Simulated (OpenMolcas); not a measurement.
# HF/3-21G run of CH6GeO (SMILES C[O][GeH3])

Aim: an optimisation with harmonic vibrations of CH6GeO. 

The calculation is run with OpenMolcas 26.06.

## (1) Starting point

CH6GeO: 9 atoms, total charge 0, spin state singlet. As SMILES, `C[O][GeH3]`. Geometry: relaxed at PBE0-D4/def2-TZVP. The run starts from this shape.

Bond lengths: C1–O2 1.406 Å, O2–Ge3 1.779 Å, C1–H4 1.093 Å, C1–H5 1.099 Å, C1–H6 1.099 Å, Ge3–H7 1.542 Å, Ge3–H8 1.531 Å, Ge3–H9 1.542 Å. Some angles: C1–O2–Ge3 117.8°, O2–C1–H4 108.1°, O2–C1–H5 112.2°, O2–C1–H6 112.2°, O2–Ge3–H7 108.9°, O2–Ge3–H8 104.9°, O2–Ge3–H9 108.9°, H4–C1–H5 108.0°, H4–C1–H6 108.0°, H5–C1–H6 108.1°.

## (2) An optimisation with harmonic vibrations at HF/3-21G

mol.input

```
>>> EXPORT MOLCAS_PRINT=2

&GATEWAY
  BASLIB=$CurrDir
  COORD
  9
  angstrom
  C       -0.461600       0.939500      -0.879600
  O       -0.657300      -0.383600      -0.447300
  Ge       0.409500      -1.004400       0.834300
  H       -1.194400       1.152600      -1.661500
  H        0.540900       1.094500      -1.301500
  H       -0.607700       1.666800      -0.069200
  H        1.870200      -0.939000       0.345100
  H       -0.054100      -2.444000       1.070300
  H        0.242900      -0.128600       2.092200
  BASIS=3-21G
  GROUP=NoSym
>>> EXPORT MOLCAS_MAXITER=50
>>> Do While

&SEWARD

&SCF
  PRORBITALS=0

&SLAPAF
>>> EndDo
>>> COPY $Project.Opt.xyz $CurrDir/final.xyz
>>> COPY $Project.slapaf.h5 $CurrDir/final.slapaf.h5

&MCKINLEY

&MCLR
  THERMOCHEMISTRY
  1
  1.0
  298.15
  End of PT
```

The basis set 3-21G is read from a file made from the Basis Set Exchange's data (not shown).

Command:

```sh
export MOLCAS_MEM=1860
pymolcas mol.input > mol.log
```

**Question.** What will come out? Wanted: total energy; dipole moment; HOMO energy; LUMO energy; HOMO–LUMO gap; lowest harmonic wavenumber; highest harmonic wavenumber.

**Answer.** As computed:

At HF/3-21G:

```
                   quantity           value
               total energy  -2180.92203 Eh
              dipole moment          1.43 D
                HOMO energy       -11.25 eV
                LUMO energy         4.35 eV
              HOMO–LUMO gap        15.59 eV
 lowest harmonic wavenumber         70 cm⁻¹
highest harmonic wavenumber       3276 cm⁻¹
```

**Reading.** At the final geometry: Bond lengths: C1–O2 1.426 Å, O2–Ge3 1.731 Å, C1–H4 1.080 Å, C1–H5 1.086 Å, C1–H6 1.086 Å, Ge3–H7 1.544 Å, Ge3–H8 1.529 Å, Ge3–H9 1.544 Å. Some angles: C1–O2–Ge3 131.3°, O2–C1–H4 107.9°, O2–C1–H5 111.7°, O2–C1–H6 111.7°, O2–Ge3–H7 110.7°, O2–Ge3–H8 106.7°, O2–Ge3–H9 110.7°, H4–C1–H5 108.6°, H4–C1–H6 108.6°, H5–C1–H6 108.2°. All 21 modes are real, so the shape is a minimum at this level.
